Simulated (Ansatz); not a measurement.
# Bi4I3BrO4: band edges up the ladder

One table from this session's results is given with a row withheld; the runs are named, their logs left out.

Computed with Ansatz 0.2.0 (DFT PBEsol, scalar-relativistic, plane waves, PAW, unless a step's input says otherwise).

That is the level of the relaxation; later steps name their own.

## The structure to begin with

Symmetry: P4mm, No. 99, tetragonal system. The conventional cell has a = 5.692 Å, b = 5.692 Å, c = 8.301 Å, α = 90.00°, β = 90.00°, γ = 90.00°. Around Bi (site symmetry 2mm) lie 4 O at 2.38 Å and 2 I at 3.27 Å and 2 Br at 3.27 Å. Bi (site symmetry 4mm) is surrounded by 4 O at 2.38 Å and 4 I at 3.27 Å. Around I (site symmetry 2mm) lie 4 Bi at 3.27 Å. I (site symmetry 4mm) is surrounded by 4 Bi at 3.27 Å. Around Br (site symmetry 4mm) lie 4 Bi at 3.27 Å. O (site symmetry m) has 4 Bi at 2.38 Å as nearest neighbours.

Coordinates:

```cif
data_structure
_symmetry_space_group_name_H-M 'P4mm'
_symmetry_Int_Tables_number 99
_cell_length_a 5.6917
_cell_length_b 5.6917
_cell_length_c 8.3011
_cell_angle_alpha 90.000
_cell_angle_beta 90.000
_cell_angle_gamma 90.000
_cell_volume 268.92
loop_
_atom_site_label
_atom_site_type_symbol
_atom_site_symmetry_multiplicity
_atom_site_Wyckoff_symbol
_atom_site_fract_x
_atom_site_fract_y
_atom_site_fract_z
_atom_site_occupancy
Bi1 Bi 2 c 0.50000 0.00000 0.15400 1
Bi2 Bi 1 a 0.00000 0.00000 0.84600 1
Bi3 Bi 1 b 0.50000 0.50000 0.84600 1
I1 I 2 c 0.50000 0.00000 0.65300 1
I2 I 1 a 0.00000 0.00000 0.34700 1
Br1 Br 1 b 0.50000 0.50000 0.34700 1
O1 O 4 d 0.75000 0.75000 0.00000 1
```

The first run:

(A quick probe on a coarse mesh, which set the mesh and smearing, is not shown.)

File input.yaml:

```yaml
crystal:
  lattice:
    - [4.02465226, -4.02465226, 0.0]
    - [4.02465226, 4.02465226, 0.0]
    - [0.0, 0.0, 8.30110221]
  atoms:
    - { symbol: Bi, position: [0.75, 0.25, 0.154] }
    - { symbol: Bi, position: [0.25, 0.75, 0.154] }
    - { symbol: Bi, position: [0.25, 0.25, 0.846] }
    - { symbol: Bi, position: [0.75, 0.75, 0.846] }
    - { symbol: I, position: [0.75, 0.25, 0.653] }
    - { symbol: I, position: [0.25, 0.75, 0.653] }
    - { symbol: I, position: [0.25, 0.25, 0.347] }
    - { symbol: Br, position: [0.75, 0.75, 0.347] }
    - { symbol: O, position: [0.0, 0.0, 0.0] }
    - { symbol: O, position: [0.5, 0.5, 0.0] }
    - { symbol: O, position: [0.0, 0.5, 0.0] }
    - { symbol: O, position: [0.5, 0.0, 0.0] }
basis:
  ecutwfc: 420
kpoints:
  mp_grid: { grid: [4, 4, 4] }
hamiltonian:
  xc: pbesol
scf:
  occupations: { method: gaussian, width: 0.1 }
output:
  forces: true
  stress: true
  eigenvalues: true
relax:
  adjacent_minimum: "off"
  f_tol: 0.05
  max_steps: 80
  cell: { stress_tol: 0.5 }
```

The run is started by

```
ansatz run input.yaml --threads 4 --pin off --max-ram 10240MiB --backend cpu --events-out ev --progress --plain --runs-dir out
```

Among the steps run: Rough relaxation on the coarse mesh; The relaxation; Band edges over the whole zone; The run at PBEsol; The run at PBEsol on the hybrid's mesh; Levels with HSE06; The run at PBEsol, spin-orbit coupling; The run at r2SCAN.

One of the session's tables, all rows but one given; the rest of the session is left out.

| level | gap (eV) | least direct gap (eV) |
| --- | --- | --- |
| PBEsol | 1.55 | 2.00 |
| PBEsol on the hybrid's mesh | 1.55 | 2.00 |
| HSE06 | 2.43 | 2.88 |
| PBEsol, spin-orbit coupling | 1.18 | 1.41 |
| r2SCAN | ? | ? |

**Question.** Estimate the row for r2SCAN.

**Answer.** gap (eV): 2.01; least direct gap (eV): 2.46. In the column «gap (eV)» it lies between PBEsol on the hybrid's mesh (1.55) and HSE06 (2.43).

Gaps are by band count over the mesh and the named points; a gap of 0 means that the bands overlap or touch.

Caveats from the session: One edge grew alone, across layers that this level holds without a dispersion term.
